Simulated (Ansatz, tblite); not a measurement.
**(F)3Ti-O-SiH3 (F₃H₃OSiTi): a ladder of methods and basis sets**

An exercise on one series of results from a longer session: the logs are not shown, and one member is left open.

The runs use Ansatz 0.2.0, Gaussian basis; as each input shows.

The runs, in order: GFN1-xTB, GFN2-xTB, PBE-D4/def2-TZVP, r2SCAN-D4/def2-TZVP, HF/def2-TZVP, HSE06-D4/def2-TZVP, ωB97X-V/def2-TZVP, PBE-D4/def2-SVP, PBE0-D4/def2-SVP, HF/STO-3G, HF/6-31G, B3LYP-D4/6-31G, PBE0-D4/def2-TZVPD, PBE-D4/def2-TZVPD, HF/def2-TZVPD, CCSD(T)/def2-SVP, MP2/def2-TZVP, RPA/def2-TZVP.

2 further runs of the same task are left out: 2 set aside as unsound or not needed.

## The geometry

The singlet was relaxed beforehand with r2SCAN-D4/def2-SVP.

9 atoms, charge 0, spin multiplicity 1.

Bond lengths: Ti1–F2 1.744 Å, Ti1–F3 1.744 Å, Ti1–F4 1.744 Å, Ti1–O5 1.763 Å, O5–Si6 1.679 Å, Si6–H7 1.490 Å, Si6–H8 1.489 Å, Si6–H9 1.490 Å. Angles: F2–Ti1–F3 109.2°, F2–Ti1–F4 109.3°, F2–Ti1–O5 109.7°, F3–Ti1–F4 109.3°, F3–Ti1–O5 109.7°, F4–Ti1–O5 109.7°, Ti1–O5–Si6 179.5°, O5–Si6–H7 108.8°, O5–Si6–H8 108.8°, O5–Si6–H9 108.8°, H7–Si6–H8 110.1°, H7–Si6–H9 110.2°, H8–Si6–H9 110.1°.

Formally the metal is d0. No spin-orbit coupling is included.

PBE0-D4/def2-TZVP was run before; its log isn't repeated, and its numbers join the tables.

Set-up of the first run:

Tight binding, by tblite at 300 K electronic temperature and without a spin-polarisation term:

```python
tblite.interface.Calculator('GFN1-xTB', numbers, positions, charge=0, uhf=0).singlepoint()
```

Tight binding, by tblite at 300 K electronic temperature and without a spin-polarisation term:

```python
tblite.interface.Calculator('GFN2-xTB', numbers, positions, charge=0, uhf=0).singlepoint()
```

start.molden holds the orbitals of an earlier run on this state, given as this run's starting guess.

Contents of in.yaml:

```yaml
crystal:
  periodic: [false, false, false]
  atoms:
    - {symbol: Ti, position_ang: [-0.600518, 0.321885, 1.546515]}
    - {symbol: F, position_ang: [0.348304, 1.580375, 2.292015]}
    - {symbol: F, position_ang: [-0.505872, -1.122025, 2.519480]}
    - {symbol: F, position_ang: [-2.262896, 0.838769, 1.443596]}
    - {symbol: O, position_ang: [0.019179, -0.009967, -0.070396]}
    - {symbol: Si, position_ang: [0.621215, -0.333109, -1.604011]}
    - {symbol: H, position_ang: [-0.495175, -0.244628, -2.586332]}
    - {symbol: H, position_ang: [1.670782, 0.672189, -1.929201]}
    - {symbol: H, position_ang: [1.204970, -1.703489, -1.611665]}
basis:
  gaussian: {orbitals: def2-TZVP, initial_orbitals: start.molden}
hamiltonian: {xc: pbe, dispersion: d4}
scf: {omitted_lower_state_checks: [starts]}
output: {orbitals: {seedname: orbitals}}
```

The run is started by

```bash
> ansatz run in.yaml --threads 4 --pin off --events-out ev --progress --plain --max-ram 8704MiB
```

Steps of the session up to this table: PBE-D4/def2-TZVP; r2SCAN-D4/def2-TZVP; HF/def2-TZVP; HSE06-D4/def2-TZVP; ωB97X-V/def2-TZVP; PBE-D4/def2-SVP; PBE0-D4/def2-SVP; HF/STO-3G; HF/6-31G; B3LYP-D4/6-31G; PBE0-D4/def2-TZVPD; PBE-D4/def2-TZVPD; HF/def2-TZVPD; CCSD(T)/def2-SVP; MP2/def2-TZVP; RPA/def2-TZVP.

One of the session's tables, all rows but one given; the rest of the session is left out.

It belongs to the step «Binding energy». 

| method | binding an atom (eV) |
| --- | --- |
| HF/STO-3G | 4.146 |
| HF/6-31G | 2.523 |
| HF/def2-SVP | 2.846 |
| HF/def2-TZVP | 2.910 |
| HF/def2-TZVPD | 2.922 |
| PBE-D4/def2-SVP | 4.480 |
| B3LYP-D4/6-31G | 4.016 |
| PBE0-D4/def2-SVP | 4.201 |
| PBE0-D4/def2-TZVP | 4.194 |
| PBE0-D4/def2-TZVPD | 4.196 |
| HSE06-D4/def2-TZVP | 4.196 |
| ωB97X-V/def2-TZVP | ? |
| MP2/def2-SVP | 4.158 |
| MP2/def2-TZVP | 4.301 |
| CCSD/def2-SVP | 3.915 |
| CCSD(T)/def2-SVP | 4.007 |

Q: Estimate the row for ωB97X-V/def2-TZVP from the others.

As computed: binding an atom (eV): 4.263. In the column «binding an atom (eV)» it lies between PBE0-D4/def2-SVP (4.201) and MP2/def2-TZVP (4.301).

Caveats from the session: Free atoms were run apart at each level; binding is atoms less cluster, divided by the number of atoms, without zero-point or spin-orbit terms.
